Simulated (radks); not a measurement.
# Spin polarisation of the 6p shell in Bi

One table from this session's results is given with a row withheld; the runs are named, their logs left out.

Program: radks (a radial shooting solver on a logarithmic mesh, Libxc functionals) version 1. Level of theory: scalar-relativistic Kohn-Sham, PBE, spin-polarised, spherical densities, finite nucleus. These are calculated values, not measurements, unless marked.

### Starting point

| Property | Result |
| --- | --- |
| element | bismuth (Z = 83) |
| charge | 0 |
| electrons | 83 |
| configuration | [Hg] 6p(up 1.5, down 1.5) |
| nuclear rms radius | 5.5211 fm |

A shell typed twice in an input gives spin up, then spin down.

The first run:

The run's settings:

```text
Z 83
configuration [Hg] 6p1.5 6p1.5
relativity scalar-relativistic
functional pbe,pbe
spin polarised
nucleus finite rms 5.5211 fm
c 137.035999084
```

Steps of the session up to this table: No moment.

One table of the session follows, with a row left open; its other results are not shown here.

It belongs to the step «No moment». From the orbitals of this run (lengths in bohr):

```
level     <r>  outermost maximum (interpolated)  90 % within  nodes
   4p  0.4026                             0.376        0.583      2
   4d  0.4225                             0.381        0.628      1
   5s       ?                                 ?            ?      ?
   4f  0.4410                             0.342        0.698      0
   5p  0.9481                             0.860         1.36      3
   5d   1.235                              1.03         1.86      2
   6s   2.174                              1.87         3.18      5
   6p   3.060                              2.46         4.66      4
```

**Question.** Estimate the row for 5s.

**Answer.** <r>: 0.8312; outermost maximum (interpolated): 0.771; 90 % within: 1.18; nodes: 4. In the column «<r>» it lies between 4f (0.4410) and 5p (0.9481).
